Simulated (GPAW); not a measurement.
**TeAs2: equation of state with LDA**

The system is TeAs2.

```
CELL_PARAMETERS angstrom
-3.55645 3.55645 2.94052
3.55645 -3.55645 2.94052
3.55645 3.55645 -2.94052
ATOMIC_POSITIONS crystal
Te 0.00000 0.00000 0.00000
Te 0.75000 0.25000 0.50000
As 0.87500 0.62500 0.25000
As 0.37500 0.62500 0.75000
As 0.37500 0.12500 0.75000
As 0.37500 0.62500 0.25000
```

The cell comes from a database or a generator and needn't be the stable form of this composition.

```yaml
Program: GPAW 26.7.0
Task: equation of state
Functional: LDA
Potentials_or_basis: the program's PAW data sets (release 1.2.1) made for this functional
Cutoff: 600 eV
Basis: pw
k_mesh: 5 × 5 × 5
Occupations: fermi-dirac, width 0.05 eV
Spin: no spin polarisation
Maxiter: 150
Eos_scales: "[0.94, 0.96, 0.98, 1.0, 1.02, 1.04, 1.06]"
```

```
Equilibrium volume                        : 22.98 Å³/atom (rough: see the caveat)
Bulk modulus at fixed shape and positions : 77 GPa (rough)
```

Energy against volume, from the lowest point:
```
volume (Å³/atom)  energy (meV/atom)
          23.307               0.00
          23.803               5.49
          24.299              15.21
          24.795              28.67
          25.291              45.45
          25.787              65.17
          26.283              87.52
```

Wall time 6 min on 1 thread of Arm Neoverse V2, with other jobs on the host, peak memory 0.49 GiB.

Caveat: the minimum lies outside the volumes run; the cell was scaled at fixed shape and fractional positions, which overstates the stiffness of a crystal with free parameters, most of all of layers and chains. Spin-orbit coupling is left out, which matters for the levels of Te.
